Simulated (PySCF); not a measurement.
**K₂: from the state search to spectroscopic constants**

Aim: find the lowest electronic state of K₂, scan its bond at several levels of theory, and get bond length, wavenumber and dissociation energy from each curve.

Computed with PySCF 2.14.0. Level: K def2-SVP, no relativity.

## (1) The job

A driver script around PySCF takes these settings:

```
atoms                         : K, K
charge                        : 0
basis                         : K def2-SVP
Hamiltonian                   : no relativity
basis functions               : 48
electrons treated             : 38
masses in u                   : 38.9637, 38.9637
levels                        : PBE0, PBE, r²SCAN, r²SCANh, TPSS, r²SCAN0, HSE06, HF, MP2, SCS-MP2, CCSD, CCSD(T)
grid                          : 80 radial by 434 angular points
occupations                   : held fixed by the projection of orbital angular momentum
dissociation limit            : K + K, each in its ground configuration
starting distance in angstrom : 3.890
values of 2S to try           : 0, 2
```

Command:

```sh
$ OMP_NUM_THREADS=1 python dia.py task.json out
```

Further steps of the session: PBE0 along the bond; Higher solutions at PBE0; PBE; r²SCAN (meta-GGA); r²SCANh (hybrid meta-GGA); TPSS (meta-GGA); r²SCAN0 (hybrid meta-GGA); HSE06 (range-separated hybrid); RHF (mean field); Adding correlation.

Q: Predict the outcome of this session. Wanted: for each run, Re; ωe; De.

**Answer**, as computed:

Lowest PBE0 solution found, without spin–orbit coupling: ¹Σg⁺ (singlet), closed shell. State 2 has its PBE0 minimum 0.48 eV higher. State 3 has its PBE0 minimum 1.28 eV higher. The other levels ran on the lowest alone.

```tsv
level	Re (Å)	ωe (cm⁻¹)	De (eV)
RHF	4.220	85.9	-0.114
RHF-MP2	4.059	92.1	0.342
RHF-SCS-MP2	4.079	91.4	0.400
RHF-CCSD	4.082	90.1	0.483
RHF-CCSD(T)	4.088	88.7	0.51
PBE	4.008	88.9	0.59
TPSS	4.103	86.1	0.65
r²SCAN	4.093	88.9	0.410
r²SCANh	4.079	90.4	0.411
PBE0	4.023	91.3	0.52
r²SCAN0	4.060	92.2	0.412
HSE06	4.027	89.8	0.53
```

De is counted to K + K in their ground configurations.

**Reading.** The methods spread over 0.212 Å in bond length, from PBE to RHF. CCSD(T) can't serve as the judge here: for a weak bond in this basis it is far from its limit. Among the levels with a De in the table, it runs from -0.114 eV (RHF) to 0.65 eV (TPSS).

Correlated steps freeze 10 core orbitals. A negative De means that the minimum lies above the separated atoms at that level.
